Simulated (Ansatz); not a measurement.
**MgFI: the cell at several levels of theory**

An exercise on one series of results from a longer session: the logs are not shown, and one member is left open.

The runs shown are made with Ansatz 0.2.0. PAW datasets, plane waves, zero pressure. No spin polarisation and no zero-point or thermal motion; the cell was built from a prototype and may be hypothetical.

### The cell

In-plane lattice: a = 3.357 Å, b = 3.357 Å, γ = 120.0°; thickness between the outer nuclei 2.73 Å. Around Mg lie 3 I at 2.37 Å and 3 F at 2.37 Å; around F lie 3 Mg at 2.37 Å; around I lie 3 Mg at 2.37 Å.

Coordinates:

```cif
data_structure
_symmetry_space_group_name_H-M 'P 1'
_symmetry_Int_Tables_number 1
_cell_length_a 3.3565
_cell_length_b 3.3565
_cell_length_c 18.0000
_cell_angle_alpha 90.000
_cell_angle_beta 90.000
_cell_angle_gamma 120.000
_cell_volume 175.62
loop_
_atom_site_label
_atom_site_type_symbol
_atom_site_fract_x
_atom_site_fract_y
_atom_site_fract_z
_atom_site_occupancy
Mg1 Mg 0.00000 0.00000 0.50000 1
F1 F 0.33333 0.66667 0.57577 1
I1 I 0.66667 0.33333 0.42423 1
```
The sheet repeats along a and b alone.

The first run:

input.yaml reads:

```yaml
crystal:
  lattice:
    - [3.35650654, 0.0, 0.0]
    - [-1.67825327, 2.9068199316, 0.0]
    - [0.0, 0.0, 18.0]
  atoms:
    - { symbol: Mg, position: [0.0, 0.0, 0.5] }
    - { symbol: F, position: [0.3333333333, 0.6666666667, 0.5757709027] }
    - { symbol: I, position: [0.6666666667, 0.3333333333, 0.4242290973] }
  periodic: [true, true, false]
kpoints:
  mp_grid: { grid: [12, 12, 1] }
hamiltonian:
  xc: pbe
scf:
  occupations: { method: fermi_dirac, width: 0.02 }
relax:
  f_tol: 0.005
  cell: {}
```

Run with:

```sh
$ ansatz run input.yaml --threads 4 --pin off --max-ram 5529MiB --backend cpu --events-out ev --progress --plain --runs-dir out
```

Steps of the session up to this table: Relaxation with PBE; r2SCAN: cell and atoms; Relaxation with PBEsol; LDA: cell and atoms; Relaxation with HSE06.

One of the session's tables, all rows but one given; the rest of the session is left out.

It belongs to the step «The cells side by side». 

```
 level  a (Å)  area (Å²/atom)
   PBE  3.730           4.017
r2SCAN  3.714           3.981
PBEsol  3.679           3.906
   LDA      ?               ?
 HSE06  3.701           3.955
```

**Question.** Estimate the row for LDA.

As computed: a (Å): 3.633; area (Å²/atom): 3.810. In the column «a (Å)» it is the lowest.

The area runs from LDA (least) to PBE (most), a spread of 5.4 %, or 2.7 % in length if all axes shared it alike. The meshes differ: PBE 12×12×1, r2SCAN 12×12×1, PBEsol 12×12×1, LDA 12×12×1, HSE06 6×6×1.

Caveats from the session: Warnings in the runs' records: slab cell height set.
